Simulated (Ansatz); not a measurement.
Working through a geometry optimisation of CH8GeN2, SMILES NC[NH][GeH3]

With the Ansatz DFT code, driven from Python.

Run as a notebook:

```python
import itertools

import ansatz as az
from ase.data import atomic_numbers, covalent_radii
import numpy as np
```

```python
geometry_ang = [
    ('N', (-1.4283, 1.4606, 0.456)),
    ('C', (-0.5606, 0.5934, -0.2306)),
    ('N', (0.0832, -0.2413, 0.7462)),
    ('Ge', (1.3839, -1.3719, -0.1254)),
    ('H', (-1.9506, 2.0721, -0.307)),
    ('H', (-0.9111, 2.1843, 1.0212)),
    ('H', (0.2215, 1.191, -0.7958)),
    ('H', (-1.0927, -0.0202, -0.9501)),
    ('H', (-0.6004, -0.8377, 1.2504)),
    ('H', (0.5397, -2.2476, -1.1259)),
    ('H', (2.3733, -0.5398, -0.836)),
    ('H', (2.019, -2.298, 0.9311)),
]
molecule = az.Crystal.molecule()
for symbol, xyz in geometry_ang:
    molecule = molecule.atom(symbol, xyz)
```

```python
job = molecule.calculation().basis(gaussian='def2-SVP').functional('pbe', dispersion='d3bj')
symbols = [site.symbol for site in molecule.cartesian_sites]
start = np.array([site.position_ang for site in molecule.cartesian_sites], dtype=float)
r = job.relax(force_tolerance=0.02, max_steps=100).run(threads=1, backend='cpu').report
end = np.array(r['positions_ang'])
```

```python
print('reference energy %16.6f eV' % r['reference_energy_ev'])
print('total energy     %16.6f eV' % r['free_energy_ev'])
print('occupied orbitals outside the frozen core (up, down):', r['n_occupied'], ' frozen:', r['n_frozen'], ' virtual:', r['n_virtual'])

radius = [covalent_radii[atomic_numbers[s]] for s in symbols]
span = lambda where, i, j: np.linalg.norm(where[i] - where[j])
bonded = [(i, j) for i, j in itertools.combinations(range(len(symbols)), 2) if min(span(start, i, j), span(end, i, j)) < 1.2 * (radius[i] + radius[j])]
print('pair        before    after (A)')
for i, j in bonded:
    print(f'{symbols[i]}{i}-{symbols[j]}{j}'.ljust(10), f'{span(start, i, j):8.4f} {span(end, i, j):8.4f}')
for first, second in list(itertools.combinations(bonded, 2)):
    shared = set(first) & set(second)
    if shared and symbols[(j := shared.pop())] != 'H':
        i, k = sorted((set(first) | set(second)) - {j})
        u, v = end[i] - end[j], end[k] - end[j]
        angle = np.degrees(np.arccos(np.clip(u @ v / np.linalg.norm(u) / np.linalg.norm(v), -1, 1)))
        print(f'final angle {symbols[i]}{i}-{symbols[j]}{j}-{symbols[k]}{k}: {angle:.2f} deg')

charges = r['charge_distribution']
dipole = np.array(charges['dipole_moment_e_ang']) * 4.803205
print('dipole (D): {:.3f} {:.3f} {:.3f}, length {:.3f}'.format(*dipole, np.linalg.norm(dipole)))
print('atom  Mulliken   Lowdin')
for symbol, m, l in zip(symbols, charges['mulliken_charges_e'], charges['lowdin_charges_e']):
    print(f'{symbol:4s} {m:9.3f} {l:8.3f}')
with open('ch8gen2_opt.xyz', 'w') as handle:
    handle.write(f'{len(symbols)}\nrelaxed CH8GeN2\n')
    handle.writelines(f'{s:2s} {x:11.6f} {y:11.6f} {z:11.6f}\n' for s, (x, y, z) in zip(symbols, end))
```

    reference energy    -60641.157983 eV
    total energy        -60641.377859 eV
    occupied orbitals outside the frozen core (up, down): [30, 30]  frozen: 0  virtual: [84, 84]
    pair        before    after (A)
    N0-C1        1.4058   1.4541
    N0-H4        1.1086   1.0272
    N0-H5        1.0539   1.0284
    C1-N2        1.4371   1.4496
    C1-H6        1.1350   1.1242
    C1-H7        1.0850   1.1219
    N2-Ge3       1.9313   1.8508
    N2-H8        1.0379   1.0271
    Ge3-H9       1.5750   1.5649
    Ge3-H10      1.4752   1.5516
    Ge3-H11      1.5418   1.5490
    final angle C1-N0-H4: 110.86 deg
    final angle C1-N0-H5: 109.74 deg
    final angle N0-C1-N2: 108.61 deg
    final angle N0-C1-H6: 115.37 deg
    final angle N0-C1-H7: 106.64 deg
    final angle H4-N0-H5: 107.53 deg
    final angle N2-C1-H6: 106.71 deg
    final angle N2-C1-H7: 114.18 deg
    final angle C1-N2-Ge3: 121.06 deg
    final angle C1-N2-H8: 110.78 deg
    final angle H6-C1-H7: 105.54 deg
    final angle Ge3-N2-H8: 115.23 deg
    final angle N2-Ge3-H9: 114.80 deg
    final angle N2-Ge3-H10: 107.20 deg
    final angle N2-Ge3-H11: 106.07 deg
    final angle H9-Ge3-H10: 108.42 deg
    final angle H9-Ge3-H11: 109.10 deg
    final angle H10-Ge3-H11: 111.26 deg
    dipole (D): -0.353 0.782 -0.620, length 1.059
    atom  Mulliken   Lowdin
    N       -0.222    0.074
    C        0.146   -0.024
    N       -0.366    0.041
    Ge       0.324    0.115
    H        0.094   -0.001
    H        0.095   -0.005
    H        0.001   -0.024
    H        0.004   -0.026
    H        0.122    0.013
    H       -0.081   -0.064
    H       -0.064   -0.051
    H       -0.054   -0.047

`ch8gen2_opt.xyz`, as written:
```text
12
relaxed CH8GeN2
N    -1.375914    1.553073    0.526631
C    -0.665251    0.596376   -0.306425
N     0.042042   -0.331005    0.554382
Ge    1.381270   -1.420801   -0.112242
H    -1.983004    2.154380   -0.043497
H    -0.701704    2.161816    1.008860
H     0.098906    1.038250   -1.002637
H    -1.432309    0.115013   -0.968602
H    -0.604662   -0.783935    1.211365
H     0.928579   -2.397099   -1.248347
H     2.489748   -0.492963   -0.675915
H     1.899198   -2.248206    1.090528
```

Reading the output:
- Total energies depend on the basis set; only differences at equal settings carry meaning.
- The end point is the stationary point reached from this start; no frequency run checks that it is a minimum, and the basis set is modest.
- The Löwdin charges here are taken after orthogonalising the functions within each atom; they differ from plain Löwdin charges, and their signs can be unphysical.
- Total less reference energy is the dispersion correction.
- Timing: 45 s on 1 thread of Arm Neoverse V1 (shared host), peak memory 0.23 GiB.
